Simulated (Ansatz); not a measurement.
# SeBr+ (triplet): the correlation ladder, cc-pVDZ

An exercise on one series of results from a longer session: the logs are not shown, and one member is left open.

The runs use Ansatz 0.2.0, Gaussian basis; cc-pVDZ, core rule «outside noble gas», up to 28 orbitals frozen.

Plan: UHF; CCSD(T) on ROHF; CCSD(T) on UHF; BCCD(T) on ROHF; CISD; CCSDT(Q) on ROHF; CCSDT(Q) on UHF; CASSCF and MRCISD+Q, 12 electrons in 8 orbitals; CASSCF and NEVPT2, 12 electrons in 8 orbitals.

10 further runs of the same task are left out: 7 that didn't finish, 3 set aside as unsound or not needed.

## The system

The geometry is a PBE0/def2-TZVP stationary point (not a proven minimum) of the parent state, kept for this charge and spin. No spin-orbit coupling is included. The filled d shell of Se, Br may be among the frozen orbitals whatever the setting's name suggests; the logs give the count.

2 atoms, charge 1, spin multiplicity 3.

Atoms are counted from 1 here; the program's logs count them from 0.

Bond lengths: Se1–Br2 2.165 Å.

The first run:

Contents of in.yaml:

```yaml
crystal:
  periodic: [false, false, false]
  atoms:
    - {symbol: Se, position_ang: [0.000000, 0.000000, 0.000000]}
    - {symbol: Br, position_ang: [0.000000, 0.000000, 2.164600]}
basis:
  gaussian: {orbitals: cc-pVDZ}
total_charge: 1
magnetization: {spin_polarized: true, initial_magnetization: 2}
hamiltonian: {xc: hf}
output: {orbitals: {seedname: orbitals}}
```

The run is started by

```sh
ansatz run in.yaml --threads 1 --pin off --events-out ev --progress --plain --max-ram 2393MiB
```

Steps of the session up to this table: UHF; CCSD(T) on ROHF; CCSD(T) on UHF; BCCD(T) on ROHF; CISD; CCSDT(Q) on ROHF; CCSDT(Q) on UHF; CASSCF and MRCISD+Q, 12 electrons in 8 orbitals; CASSCF and NEVPT2, 12 electrons in 8 orbitals.

One of the session's tables, all rows but one given; the rest of the session is left out.

```
          method  from UCCSDT(Q) (kcal/mol)
            ROHF                          ?
             UHF                    +143.33
            RMP2                     +20.90
            UMP2                     +21.37
            CISD                     +16.49
           RCCSD                      +5.84
           UCCSD                      +5.61
        RCCSD(T)                      +1.17
        UCCSD(T)                      +1.07
         BCCD(T)                      +1.20
          RCCSDT                      +0.57
          UCCSDT                      +0.43
       RCCSDT(Q)                      +0.23
       UCCSDT(Q)                          0
  CASSCF valence                    +124.73
  NEVPT2 valence                     +25.45
  MRCISD valence                     +10.53
MRCISD+Q valence                      +0.54
```

Q: Estimate the row for ROHF from the others.

The run gave: from UCCSDT(Q) (kcal/mol): +147.43. In the column «from UCCSDT(Q) (kcal/mol)» it is the highest.

Caveats from the session: Restricted and unrestricted rows rest on different reference determinants; where their highest levels disagree by more than a few hundredths of an eV, they describe different states and don't form one ladder.
